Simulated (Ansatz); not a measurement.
# Ti3Se in Ansatz: the effect of target pressure

Crystal: Ti3Se.

```
CELL_PARAMETERS angstrom
3.19745 0.00000 0.00000
-1.59872 2.76907 0.00000
0.00000 0.00000 7.94275
ATOMIC_POSITIONS crystal
Se 0.00000 0.00000 0.00000
Ti 0.66667 0.33333 0.50000
Ti 0.33333 0.66667 0.77290
Ti 0.33333 0.66667 0.22710
```

The cell comes from a database or a generator and needn't be the stable form of this composition.

Alike in all runs:

```yaml
Program: Ansatz 0.2.0
Task: relaxation of cell and atoms
Functional: PBE
Potentials_or_basis: Ansatz PAW
Cutoff: "420 eV (not typed: the program's choice for these potentials)"
k_mesh: 10 × 10 × 4
Occupations: fermi-dirac, width 0.05 eV
Spin: no spin polarisation
```

Each run relaxes the cell or the atoms first.

```tsv
target pressure	relaxed volume (Å³/atom)
0 GPa	?
2 GPa	17.28
5 GPa	16.86
10 GPa	16.26
20 GPa	15.29
30 GPa	14.53
```

Problem. What does the run with target pressure 0 GPa give?

Solution. Relaxed volume 17.60 Å³/atom.

Worked out: In Murnaghan's law V^(-B') rises as a straight line in P. The other rows fit best with B' = 3.4, V0 = 17.58 Å³/atom and B0 = 112 GPa, which gives 17.58 Å³/atom at 0 GPa, against the run's 17.60.

Caveats: the plane-wave basis is chosen anew once the cell has moved, so the energies of steps on either side of that aren't comparable; the volume moved by over 15 % at a fixed basis, so the end points are rough (some runs).
